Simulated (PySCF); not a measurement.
**A diatomic session: AlBi−**

Aim: find the lowest electronic state of AlBi−, scan its bond at several levels of theory, and get bond length, wavenumber and dissociation energy from each curve.

Computed with PySCF 2.14.0. Level: Al def2-SVPD, Bi def2-SVPD with ECP60, scalar-relativistic core potentials.

4 further runs of the same task are left out: 4 set aside as unsound or not needed.

### Step 1. The job

Settings of the job:

| Item | Value |
| --- | --- |
| atoms | Al, Bi |
| charge | -1 |
| basis | Al def2-SVPD, Bi def2-SVPD with ECP60 |
| Hamiltonian | scalar-relativistic core potentials |
| basis functions | 56 |
| electrons treated | 37 |
| masses in u | 26.9815, 208.9804 |
| levels | PBE0, PBE, r²SCAN, PBEsol, M06, BHandHLYP, LC-ωPBE |
| grid | 80 radial by 434 angular points |
| occupations | held fixed by the projection of orbital angular momentum |
| dissociation limit | Al + Bi−, each in its ground configuration |
| starting distance in angstrom | 2.755 |
| values of 2S to try | 1, 3 |

Command:

```bash
> OMP_NUM_THREADS=1 python dia.py task.json out
```

Further steps of the session: First curve: PBE0; Higher solutions at PBE0; PBE (GGA); r²SCAN (meta-GGA); PBEsol; M06 (hybrid meta-GGA); BHandHLYP (global hybrid GGA); LC-ωPBE.

**Question.** What will these runs give? Wanted: for each run, Re; ωe; De; μ.

The runs gave:

Lowest PBE0 solution found, without spin–orbit coupling: ²Π (doublet), unpaired electrons π ↑. State 2 has its PBE0 minimum 0.03 eV higher. The other levels ran on the lowest alone.

```
    level  Re (Å)  ωe (cm⁻¹)  De (eV)  μ (D)
      PBE   2.657      286.2     3.24   4.48
   PBEsol   2.638      292.7     3.42   4.45
   r²SCAN   2.637      295.8     3.08   4.51
     PBE0   2.627        302     3.05   4.33
      M06   2.648      295.0     3.41   4.29
BHandHLYP   2.617        308     2.74   3.89
  LC-ωPBE   2.575        329     2.72   4.16
```

De is counted to Al + Bi− in their ground configurations. A positive dipole points from Al to Bi; in an ion it is taken about the centre of mass and does not tell which atom is negative.

Bond lengths run from 2.575 Å (LC-ωPBE) to 2.657 Å (PBE). Of the levels with a De here, LC-ωPBE gives the least (2.72 eV) and PBEsol the most (3.42 eV).

These are scalar-relativistic numbers at best; spin–orbit coupling would shift them, the dissociation energy most. With some functionals the highest level of the anion is positive, from self-interaction error or because the anion is truly unbound there; the finite basis then holds the extra electron, and no neutral molecule was run to test the binding. With spin–orbit coupling the term label itself may not hold.
